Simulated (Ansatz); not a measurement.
# ClF2HfI: the cost of one run

Method: the settings change from run to run; program: Ansatz 0.2.0, Gaussian basis.

## Step 1: The molecule

The geometry comes from an earlier relaxation with PBE0-D4 in a triple-zeta def2 set; it is a stationary point. Hf, I take a core potential in def2 sets; no spin-orbit term is included.

SMILES `[F][Hf]([F])([Cl])[I]`, 5 atoms, charge 0, spin multiplicity 1.

Atoms are counted from 1 here; the program's logs count them from 0.

Bond lengths: F1–Hf2 1.883 Å, Hf2–F3 1.883 Å, Hf2–Cl4 2.328 Å, Hf2–I5 2.702 Å. Angles: F1–Hf2–F3 108.1°, F1–Hf2–Cl4 109.2°, F1–Hf2–I5 109.7°, F3–Hf2–Cl4 109.2°, F3–Hf2–I5 109.7°, Cl4–Hf2–I5 110.9°.

Geometry (Å):

```mol
ClF2HfI
  3D, bonds by distance, orders not assigned

  5  4  0  0  0  0  0  0  0  0999 V2000
    0.2247   -0.5263    1.8741 F   0  0
    0.0675   -0.1343    0.0387 Hf  0  0
    1.4721   -1.0030   -0.8665 F   0  0
   -1.9684   -0.9442   -0.7470 Cl  0  0
    0.2539    2.5343   -0.3406 I   0  0
  1  2  8  0
  2  3  8  0
  2  4  8  0
  2  5  8  0
M  END
```

## Step 2: wB97M-V/def2-SVP

Options: high accuracy, the search for lower states set to light.

in.yaml reads:

```yaml
crystal:
  periodic: [false, false, false]
  atoms:
    - {symbol: F, position_ang: [0.224749, -0.526341, 1.874102]}
    - {symbol: Hf, position_ang: [0.067530, -0.134308, 0.038732]}
    - {symbol: F, position_ang: [1.472088, -1.003028, -0.866548]}
    - {symbol: Cl, position_ang: [-1.968370, -0.944212, -0.746979]}
    - {symbol: I, position_ang: [0.253902, 2.534288, -0.340607]}
basis:
  gaussian: {orbitals: def2-SVP}
hamiltonian: {xc: {name: wB97M-V}}
accuracy: high
scf: {lower_state_search: light}
output: {forces: true}
```

Launch:

```
$ ansatz run in.yaml --threads 4 --pin off --events-out ev --progress --plain --max-ram 10444MiB
```

What time and memory should one allow on 4 threads of AMD EPYC 7B13, shared host?

About 35 s, with a peak of 1 GiB.
